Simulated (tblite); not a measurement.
# C4H6F2GeO2: the cost of one run

Computed with tblite 0.8.0 and PySCF 2.14.0, with density-fitted response routines of our own, on a single molecule in the gas phase. Atoms are numbered from 0 throughout.

### 1 Starting geometry

15 atoms, charge 0, multiplicity 1; geometry from: force field or distance geometry start.

Bonds of the start (Å): C0–C1 1.34, C1–O2 1.39, O2–C3 1.41, C3–C4 1.49, C3–O5 1.26, C1–Ge6 1.94, Ge6–F7 1.75, Ge6–F8 1.76, C0–H9 1.09, C0–H10 1.07, C4–H11 1.12, C4–H12 1.12, C4–H13 1.10, Ge6–H14 1.54.

### 2 Geometry optimisation with GFN2-xTB

What the job is given:

```
{"job": {"kind": "relax", "xc": "GFN2-xTB", "basis": "xTB"}, "charge": 0, "multiplicity": 1}
C      1.232400    -1.861600    -1.000500
C      0.787500    -0.732400    -0.443200
O     -0.581400    -0.511100    -0.369300
C     -1.236900     0.419000     0.455500
C     -2.672000     0.731200     0.225300
O     -0.664400     0.896200     1.470900
Ge     2.102400     0.525500     0.230900
F      1.601300     2.165900    -0.138200
F      2.270400     0.335000     1.974500
H      0.513700    -2.580300    -1.388300
H      2.279100    -2.075000    -1.078500
H     -2.908700     0.612300    -0.859200
H     -2.890400     1.781700     0.528600
H     -3.306500     0.043000     0.804400
H      3.469000     0.258600    -0.434500
```

On the command line:

```console
$ OMP_NUM_THREADS=1 python probes_run.py task.json out
```

One launch serves the whole session: the jobs run in the order shown.

Q: Estimate the wall time and peak memory of this first job on 1 thread of Arm Neoverse N1, shared host.

About 1 s, with a peak of 0.18 GiB.
